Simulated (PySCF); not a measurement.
# The bond of SrSi−, level by level

One table from this session's results is given with a row withheld; the runs are named, their logs left out.

Method: Sr def2-SVPD with ECP28, Si def2-SVPD, scalar-relativistic core potentials; program: PySCF 2.14.0.

1 further run of the same task is left out (set aside as unsound or not needed).

Set-up of the first run:

A driver script around PySCF takes these settings:

```yaml
atoms: Sr, Si
charge: -1
basis: Sr def2-SVPD with ECP28, Si def2-SVPD
Hamiltonian: scalar-relativistic core potentials
basis_functions: 50
electrons_treated: 25
masses_in_u: 87.9056, 27.9769
levels: PBE0, PBE, r²SCAN, M06, LDA, BLYP, CAM-B3LYP, HF, MP2, SCS-MP2, CCSD, CCSD(T)
grid: 80 radial by 434 angular points
occupations: held fixed by the projection of orbital angular momentum
dissociation_limit: Sr + Si−, each in its ground configuration
starting_distance_in_angstrom: 2.925
values_of_2S_to_try: 1, 3
```

Started as:

```
> OMP_NUM_THREADS=1 python dia.py task.json out
```

Among the steps run: Set-up; PBE0 along the bond; Higher solutions at PBE0; PBE (GGA); r²SCAN; M06 (hybrid meta-GGA); LDA; BLYP; CAM-B3LYP (range-separated hybrid); UHF (mean field); Correlated methods on the Hartree–Fock reference.

One of the session's tables, all rows but one given; the rest of the session is left out.

| level | Re (Å) | ωe (cm⁻¹) | De (eV) | μ (D) |
| --- | --- | --- | --- | --- |
| UHF | 3.301 | 152.3 | 1.33 | -0.45 |
| UHF-CCSD | 3.171 | 175.4 | 1.61 | n/a |
| UHF-CCSD(T) | 3.159 | 177.7 | 1.66 | n/a |
| LDA | 3.009 | 202.2 | 2.14 | -2.60 |
| PBE | 3.082 | 185.0 | 1.88 | -2.16 |
| BLYP | 3.118 | 176.9 | 1.76 | -2.62 |
| r²SCAN | 3.102 | 183.1 | 1.81 | -1.55 |
| PBE0 | 3.108 | 180.3 | 1.75 | -1.59 |
| M06 | ? | ? | ? | ? |
| CAM-B3LYP | 3.143 | 172.7 | 1.58 | -1.80 |

Estimate the missing values for M06.

As computed: Re (Å): 3.067; ωe (cm⁻¹): 191.3; De (eV): 1.83; μ (D): -2.58. In the column «Re (Å)» it lies between LDA (3.009) and PBE (3.082).
